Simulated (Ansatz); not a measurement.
A trace of molecular dynamics of a periodic cell of 23 atoms, Li$_{9}$Os$_{2}$O$_{12}$ (host Li5OsO6, host structure C2/m, one Li atom removed), cell charge -1.

Theory: Ansatz 0.2.0, DFT PBEsol, scalar-relativistic, plane waves, PAW. Settings: cutoff 420 eV, k mesh 2x2x2, fermi-dirac smearing 0.05 eV, no spin polarisation.

- ensemble: NVE (velocity Verlet)
- starting velocities drawn for: 1800 K
- seed: 990491

| time (fs) | T (K) | potential energy less start (eV) | conserved less start (meV/atom) |
| --- | --- | --- | --- |
| 0.0 | 1800 | 0.000 | 0.00 |
| 2.0 | 1742 | 0.164 | 0.02 |
| 4.0 | 1635 | 0.469 | 0.03 |
| 6.0 | 1486 | 0.895 | 0.04 |
| 8.0 | 1302 | 1.417 | 0.06 |
| 10.0 | 1100 | 1.992 | 0.10 |
| 12.0 | 904 | 2.553 | 0.16 |
| 14.0 | 741 | 3.015 | 0.20 |
| 16.0 | 636 | 3.315 | 0.21 |
| 18.0 | 595 | 3.431 | 0.19 |
| 20.0 | 609 | 3.390 | 0.15 |
| 22.0 | 661 | 3.243 | 0.11 |
| 24.0 | 730 | 3.046 | 0.09 |
| 26.0 | 803 | 2.838 | 0.08 |
| 28.0 | 874 | 2.636 | 0.08 |
| 30.0 | 942 | 2.441 | 0.08 |
| 32.0 | 1007 | 2.256 | 0.07 |
| 34.0 | 1062 | 2.100 | 0.05 |
| 36.0 | 1097 | 1.999 | 0.04 |
| 38.0 | 1109 | 1.966 | 0.05 |
| 40.0 | 1102 | 1.988 | 0.07 |
| 42.0 | 1084 | 2.039 | 0.09 |
| 44.0 | 1064 | 2.095 | 0.10 |
| 46.0 | 1044 | 2.151 | 0.09 |
| 48.0 | 1023 | 2.211 | 0.09 |
| 50.0 | 1000 | 2.276 | 0.09 |
| 52.0 | 978 | 2.340 | 0.10 |
| 54.0 | 962 | 2.387 | 0.11 |
| 56.0 | 956 | 2.403 | 0.11 |
| 58.0 | 963 | 2.383 | 0.10 |
| 60.0 | 979 | 2.337 | 0.09 |

Question: Can this run be trusted? Judge the integration.

Answer: The conserved energy stayed within 0.21 meV per atom of its start (net change 0.086 meV per atom), so the integration is sound. The temperature averaged 0.57 of the 1800 K drawn at the start: a run that starts near a minimum puts about half its kinetic energy into the potential. A run of 0.06 ps of so small a system gives no equilibrium averages. Limits of this set-up: coarse k mesh, charged cell in a uniform background, uncorrected. The time step was 1 fs.

Run time: 6.4 min on 1 thread of Arm Neoverse V2 (shared host), peak memory 0.59 GiB.
